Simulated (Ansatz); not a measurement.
# C7H14: the cost of one run

The runs use Ansatz 0.2.0, Gaussian basis; the settings change from run to run.

**1. The molecule**

The structure was relaxed beforehand with PBE0-D4 in a triple-zeta def2 set.

SMILES `C[C@@H]1CCC[C@H]1C`, 21 atoms, charge 0, spin multiplicity 1.

Atoms are counted from 1 here; the program's logs count them from 0.

Bond lengths: C1–C2 1.515 Å, C1–H8 1.093 Å, C1–H9 1.093 Å, C1–H10 1.095 Å, C2–C3 1.528 Å, C2–C6 1.530 Å, C2–H11 1.100 Å, C3–C4 1.539 Å, C3–H12 1.092 Å, C3–H13 1.096 Å, C4–C5 1.540 Å, C4–H14 1.092 Å, C4–H15 1.092 Å, C5–C6 1.528 Å, C5–H16 1.092 Å, C5–H17 1.096 Å, C6–C7 1.515 Å, C6–H18 1.100 Å and more. Angles: C2–C1–H8 111.3°, C2–C1–H9 111.8°, C2–C1–H10 110.5°, H8–C1–H9 107.5°, H8–C1–H10 107.6°, H9–C1–H10 107.8°, C1–C2–C3 114.1°, C1–C2–C6 115.1°, C1–C2–H11 108.9°, C3–C2–C6 102.7°, C3–C2–H11 108.5°, C6–C2–H11 107.2°, C2–C3–C4 105.6°, C2–C3–H12 112.6°, C2–C3–H13 108.7°, C4–C3–H12 113.0°, C4–C3–H13 110.3°, H12–C3–H13 106.7° and more.

**2. B97/def2-SVPD**

Set apart from the defaults: relativity set to none, high accuracy.

in.yaml reads:

```yaml
crystal:
  periodic: [false, false, false]
  atoms:
    - {symbol: C, position_ang: [1.194582, -1.682899, -0.608633]}
    - {symbol: C, position_ang: [0.040957, -0.730320, -0.372917]}
    - {symbol: C, position_ang: [-0.350412, 0.089599, -1.600874]}
    - {symbol: C, position_ang: [-1.135332, 1.297253, -1.058398]}
    - {symbol: C, position_ang: [-0.860475, 1.322144, 0.456761]}
    - {symbol: C, position_ang: [0.293857, 0.346669, 0.683873]}
    - {symbol: C, position_ang: [0.400793, -0.161006, 2.106820]}
    - {symbol: H, position_ang: [0.962882, -2.399885, -1.400643]}
    - {symbol: H, position_ang: [1.440079, -2.254473, 0.289900]}
    - {symbol: H, position_ang: [2.091336, -1.132611, -0.911546]}
    - {symbol: H, position_ang: [-0.835969, -1.307914, -0.044408]}
    - {symbol: H, position_ang: [-0.915437, -0.493328, -2.331965]}
    - {symbol: H, position_ang: [0.563315, 0.425303, -2.103890]}
    - {symbol: H, position_ang: [-0.813245, 2.222532, -1.540575]}
    - {symbol: H, position_ang: [-2.204474, 1.200611, -1.258780]}
    - {symbol: H, position_ang: [-0.640983, 2.323676, 0.833908]}
    - {symbol: H, position_ang: [-1.737040, 0.963975, 1.007779]}
    - {symbol: H, position_ang: [1.234614, 0.849434, 0.414485]}
    - {symbol: H, position_ang: [-0.512489, -0.691691, 2.394955]}
    - {symbol: H, position_ang: [0.542352, 0.661488, 2.812883]}
    - {symbol: H, position_ang: [1.241108, -0.848557, 2.231244]}
basis:
  gaussian: {orbitals: def2-SVPD}
hamiltonian: {xc: {name: B97}, pseudopotentials: {relativity: none}}
accuracy: high
output: {forces: true}
```

On the command line:

```
ansatz run in.yaml --threads 2 --pin off --events-out ev --progress --plain --max-ram 32768MiB --backend cpu
```

What time and memory should one allow on 2 threads of AMD EPYC 7R13, shared host?

About 72 s, with a peak of 2.7 GiB.
